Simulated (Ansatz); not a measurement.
# C₆H₁₆Cl₂GeN₂: a ladder of functionals and wavefunction methods

The task here is to estimate one member of a computed series from the others.

Method: functionals in def2-TZVPP, the program's frozen cores in correlated methods; program: Ansatz 0.2.0, Gaussian basis.

The runs, in order: LDA (SPW92), PBE-D4, revPBE-D4, BLYP-D4, r2SCAN-D4, B97M-V, PBE0-D4, B3LYP-D4, r2SCANh-D4, r2SCAN0-D4, HSE06-D4, BHLYP-D4, CAM-B3LYP-D4, LC-ωPBE, ωB97X-V, ωB97M-V, B2PLYP, PBE-QIDH; CCSD(T)/def2-SVP; CCSD(T)/def2-TZVPP; MP2/def2-QZVPP; extrapolation to the limit; RPA on PBE.

**The relaxed structure**

The geometry comes from an earlier relaxation with PBE0-D4 in a triple-zeta def2 set; it is a stationary point, not always the lowest conformer.

27 atoms, charge 0, spin multiplicity 1.

Atoms are counted from 1 here; the program's logs count them from 0.

Bond lengths: C1–C2 1.522 Å, C1–H12 1.093 Å, C1–H13 1.091 Å, C1–H14 1.095 Å, C2–C3 1.520 Å, C2–N4 1.460 Å, C2–H15 1.096 Å, C3–H16 1.095 Å, C3–H17 1.091 Å, C3–H18 1.093 Å, N4–Ge5 1.797 Å, N4–H19 1.011 Å, Ge5–Cl6 2.157 Å, Ge5–Cl7 2.157 Å, Ge5–N8 1.797 Å, N8–C9 1.460 Å, N8–H20 1.011 Å, C9–C10 1.522 Å and more. Angles: C2–C1–H12 111.1°, C2–C1–H13 111.0°, C2–C1–H14 110.3°, H12–C1–H13 108.4°, H12–C1–H14 107.7°, H13–C1–H14 108.1°, C1–C2–C3 111.6°, C1–C2–N4 112.5°, C1–C2–H15 108.5°, C3–C2–N4 109.5°, C3–C2–H15 108.1°, N4–C2–H15 106.4°, C2–C3–H16 110.5°, C2–C3–H17 110.8°, C2–C3–H18 111.0°, H16–C3–H17 108.0°, H16–C3–H18 107.8°, H17–C3–H18 108.7° and more.

Set-up of the first run:

The input, in.yaml:

```yaml
crystal:
  periodic: [false, false, false]
  atoms:
    - {symbol: C, position_ang: [-1.909382, -2.532493, -1.137345]}
    - {symbol: C, position_ang: [-1.236882, -1.605432, -0.135466]}
    - {symbol: C, position_ang: [-1.570620, -1.992397, 1.296263]}
    - {symbol: N, position_ang: [-1.580269, -0.203207, -0.354880]}
    - {symbol: Ge, position_ang: [-0.602467, 0.854710, -1.429370]}
    - {symbol: Cl, position_ang: [-1.686877, 2.719114, -1.463676]}
    - {symbol: Cl, position_ang: [-0.393251, 0.242508, -3.487158]}
    - {symbol: N, position_ang: [1.084162, 0.898558, -0.810323]}
    - {symbol: C, position_ang: [1.397232, 1.363397, 0.538083]}
    - {symbol: C, position_ang: [1.673981, 2.858848, 0.587873]}
    - {symbol: C, position_ang: [2.561426, 0.560155, 1.095272]}
    - {symbol: H, position_ang: [-1.616187, -3.571845, -0.969355]}
    - {symbol: H, position_ang: [-1.645270, -2.260971, -2.160999]}
    - {symbol: H, position_ang: [-2.998193, -2.473167, -1.039344]}
    - {symbol: H, position_ang: [-0.151166, -1.681895, -0.264924]}
    - {symbol: H, position_ang: [-2.646595, -1.902893, 1.475788]}
    - {symbol: H, position_ang: [-1.054824, -1.340499, 2.003198]}
    - {symbol: H, position_ang: [-1.283279, -3.026958, 1.498942]}
    - {symbol: H, position_ang: [-2.575478, -0.027682, -0.375577]}
    - {symbol: H, position_ang: [1.783423, 1.145519, -1.497144]}
    - {symbol: H, position_ang: [0.513355, 1.152445, 1.150991]}
    - {symbol: H, position_ang: [0.823553, 3.427572, 0.207489]}
    - {symbol: H, position_ang: [1.879110, 3.186794, 1.610025]}
    - {symbol: H, position_ang: [2.548704, 3.104505, -0.023000]}
    - {symbol: H, position_ang: [3.460753, 0.721768, 0.492731]}
    - {symbol: H, position_ang: [2.788426, 0.860404, 2.121080]}
    - {symbol: H, position_ang: [2.334914, -0.507254, 1.084526]}
basis:
  gaussian: {orbitals: def2-TZVPP}
hamiltonian: {xc: lda}
output: {orbitals: {seedname: orbitals}}
```

Launch:

```bash
> ansatz run in.yaml --threads 11 --pin off --events-out ev --progress --plain --max-ram 174080MiB --backend cuda --devices 0, --max-vram 75GiB
```

Steps of the session up to this table: LDA; PBE-D4 (GGA); revPBE-D4 (GGA); BLYP-D4 (GGA); r2SCAN-D4 (meta-GGA); B97M-V (meta-GGA); PBE0-D4 (hybrid); B3LYP-D4 (hybrid); r2SCANh-D4 (hybrid); r2SCAN0-D4 (hybrid); HSE06-D4 (hybrid); BHLYP-D4 (hybrid); CAM-B3LYP-D4 (range-separated); LC-ωPBE (range-separated); ωB97X-V (range-separated); ωB97M-V (range-separated); B2PLYP (double hybrid); PBE-QIDH (double hybrid).

One table of the session follows, with a row left open; its other results are not shown here.

It belongs to the step «Orbital energies across the functionals». 

```
  functional  HOMO (eV)  gap (eV)
 LDA (SPW92)      -6.03      4.47
      PBE-D4      -5.85      4.58
   revPBE-D4      -5.77      4.63
     BLYP-D4      -5.72      4.52
   r2SCAN-D4      -6.13      5.15
      B97M-V      -6.27      5.34
     PBE0-D4      -7.21      6.97
    B3LYP-D4          ?         ?
  r2SCANh-D4      -6.64      6.03
  r2SCAN0-D4      -7.41      7.34
    HSE06-D4      -6.81      6.19
    BHLYP-D4      -8.51      9.30
CAM-B3LYP-D4      -8.61      9.39
     LC-ωPBE      -9.97     12.04
     ωB97X-V      -9.63     11.54
     ωB97M-V      -9.54     11.22
```

Q: Estimate the row for B3LYP-D4 from the others.

Worked estimate for «HOMO (eV)». Against the share of exact exchange, BLYP-D4 (0, -5.72), BHLYP-D4 (0.5, -8.51) give a slope of -5.58 per unit share; at 0.2 the line stands at -6.84.

As computed: HOMO (eV): -6.98; gap (eV): 6.41. In «HOMO (eV)» the line misses by +0.14.
